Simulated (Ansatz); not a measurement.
Write a Python script for the Ansatz DFT code, driven from Python that makes a projected density of states of NbReSi, space group P-62m. Settings: PBEsol, PAW, the default cutoff (420 eV here), 3×3×4 k-points, cold smearing of 0.2 eV, D4 dispersion.

```xyz
9
Lattice="6.8164 0.0000 0.0000 -3.4082 5.9032 0.0000 0.0000 0.0000 3.2987" Properties=species:S:1:pos:R:3 pbc="T T T"
Nb    1.3696    2.3722    1.6493
Nb    4.0772    0.0000    1.6493
Nb   -2.0386    3.5310    1.6493
Si    3.4082    1.9677    0.0000
Si    0.0000    3.9355    0.0000
Si    0.0000    0.0000    1.6493
Re    2.5270    4.3769    0.0000
Re    1.7624    0.0000    0.0000
Re   -0.8812    1.5263    0.0000
```

`pdos.py`:
```python
import warnings

import ansatz
import numpy as np

FUNCTIONAL = "pbesol"
DISPERSION = "d4"
KGRID = (3, 3, 4)
SMEARING_WIDTH = 0.2
N_EMPTY = 24


def main() -> None:
    nbresi = (
        ansatz.Lattice.of([6.816406, 0.0, 0.0], [-3.408203, 5.903181, 0.0], [0.0, 0.0, 3.298657])
        .atom("Nb", [0.401854, 0.401854, 0.5])
        .atom("Nb", [0.598146, 0.0, 0.5])
        .atom("Nb", [0.0, 0.598146, 0.5])
        .atom("Si", [2 / 3, 1 / 3, 0.0])
        .atom("Si", [1 / 3, 2 / 3, 0.0])
        .atom("Si", [0.0, 0.0, 0.5])
        .atom("Re", [0.741441, 0.741441, 0.0])
        .atom("Re", [0.258559, 0.0, 0.0])
        .atom("Re", [0.0, 0.258559, 0.0])
    )

    model = (
        nbresi.calculation()
        .functional(FUNCTIONAL, dispersion=DISPERSION)
        .accuracy("low")
        .kpoints(*KGRID, center="monkhorst-pack")
        .occupations(ansatz.OccupationsMethod.COLD, width=SMEARING_WIDTH)
        .scf(extra_bands=N_EMPTY)
        .density_of_states(projected=True, method="smearing", broadening_width=0.15, energy_step=0.1)
    )
    with warnings.catch_warnings(record=True) as caught:
        warnings.simplefilter("always")
        res = model.run(threads=1, pin="off")
    print("warnings raised:", sorted(w.category.__name__ for w in caught) or "none")
    rep = res.report

    dos = res.density_of_states()
    energy = np.asarray(dos.energies_ev) - dos.fermi_ev
    curves = {}
    for site in res.projected_density_of_states().sites:
        for shell in site.shells:
            weight = sum(np.sum(curve.g_bin_mean_per_ev, axis=0) for curve in shell.curves)
            name = f"{site.species} {shell.label}"
            curves[name] = curves.get(name, 0) + weight

    print("E-EF   " + " ".join(f"{name:>8s}" for name in curves))
    for e in np.arange(-10, 4 + 0.1, 0.5):
        print(f"{e:5.1f}  " + " ".join(f"{np.interp(e, energy, g):8.3f}" for g in curves.values()))


if __name__ == "__main__":
    main()
```

Running `python pdos.py` prints:
```text
warnings raised: ['DeckWarning']
E-EF      Nb 4S    Nb 5S    Nb 4P    Nb 4D    Si 3S    Si 3P    Re 5S    Re 6S    Re 5P    Re 5D
-10.0     0.053    0.676    0.060    0.347    1.967    0.196    0.028    0.456    0.055    0.444
 -9.5     0.005    0.108    0.024    0.153    0.671    0.031    0.002    0.047    0.011    0.157
 -9.0     0.022    0.237    0.100    1.481    3.329    0.188    0.016    0.323    0.039    0.841
 -8.5     0.000    0.000    0.000    0.000    0.001    0.000    0.000    0.000    0.000    0.000
 -8.0     0.000    0.000    0.000    0.000    0.000    0.000    0.000    0.000    0.000    0.000
 -7.5     0.000    0.000    0.000    0.007    0.002    0.016    0.001    0.006    0.000    0.013
 -7.0     0.034    0.139    0.027    0.680    0.136    1.308    0.069    0.539    0.031    0.858
 -6.5     0.025    0.102    0.022    0.310    0.049    0.569    0.023    0.231    0.008    0.393
 -6.0     0.082    0.409    0.025    0.970    0.108    1.576    0.014    0.135    0.039    1.288
 -5.5     0.047    0.294    0.028    0.820    0.072    1.347    0.009    0.157    0.035    1.159
 -5.0     0.008    0.080    0.021    0.552    0.027    0.643    0.004    0.108    0.017    0.927
 -4.5     0.011    0.115    0.103    2.328    0.119    3.156    0.006    0.251    0.052    4.689
 -4.0     0.004    0.090    0.069    1.308    0.047    1.712    0.001    0.125    0.033    2.351
 -3.5     0.003    0.126    0.061    4.445    0.063    1.607    0.002    0.213    0.052    5.308
 -3.0     0.004    0.335    0.059    3.756    0.162    1.234    0.003    0.163    0.080    4.064
 -2.5     0.003    0.092    0.061    3.208    0.124    1.270    0.001    0.200    0.067    3.364
 -2.0     0.001    0.037    0.018    2.698    0.056    0.463    0.001    0.060    0.021    5.158
 -1.5     0.002    0.044    0.021    1.338    0.037    0.505    0.001    0.047    0.016    3.881
 -1.0     0.000    0.006    0.005    0.460    0.032    0.147    0.001    0.011    0.004    0.943
 -0.5     0.000    0.002    0.001    0.703    0.014    0.080    0.000    0.004    0.002    0.533
  0.0     0.001    0.027    0.006    3.541    0.053    0.360    0.001    0.010    0.010    2.399
  0.5     0.002    0.090    0.005    3.980    0.067    0.345    0.002    0.121    0.009    2.741
  1.0     0.002    0.112    0.007    5.295    0.166    0.467    0.002    0.122    0.012    4.531
  1.5     0.004    0.258    0.006    3.763    0.182    0.537    0.004    0.052    0.009    2.698
  2.0     0.002    0.152    0.005    4.848    0.203    0.561    0.004    0.091    0.006    2.449
  2.5     0.005    0.171    0.010    4.624    0.266    1.453    0.002    0.071    0.010    2.497
  3.0     0.002    0.027    0.002    0.608    0.072    0.271    0.000    0.011    0.001    0.277
  3.5     0.000    0.000    0.000    0.033    0.004    0.023    0.000    0.000    0.000    0.022
  4.0     0.006    0.022    0.006    1.040    0.333    0.835    0.003    0.195    0.002    0.602
```

These settings explore the input space; cutoff and mesh may be short of convergence. The run is spin-unpolarised. Dispersion corrections can be off by several per cent in the lattices of metals, and by several GPa in the pressure at a fixed cell. For a metal this k-point mesh is coarse: on a finer one energies can move by several to tens of meV an atom and pressures by half a GPa or more, differences at one mesh by less. Spin-orbit coupling, which matters for elements this heavy, is left out. This cell is a computed structure, which may not be the phase found in nature. Curves are summed over the cell's atoms. Only shells that the potentials hold have channels, so projections don't add up to the total, least of all where a shell is missing (p of most metals); heights and places of peaks move with the mesh. The computed bands are complete only to about 7.8 eV above the Fermi level; beyond that the density of states is undercounted. Hardware and time: 6.3 s on 1 thread of Arm Neoverse V2 (shared host), peak memory 0.44 GiB.
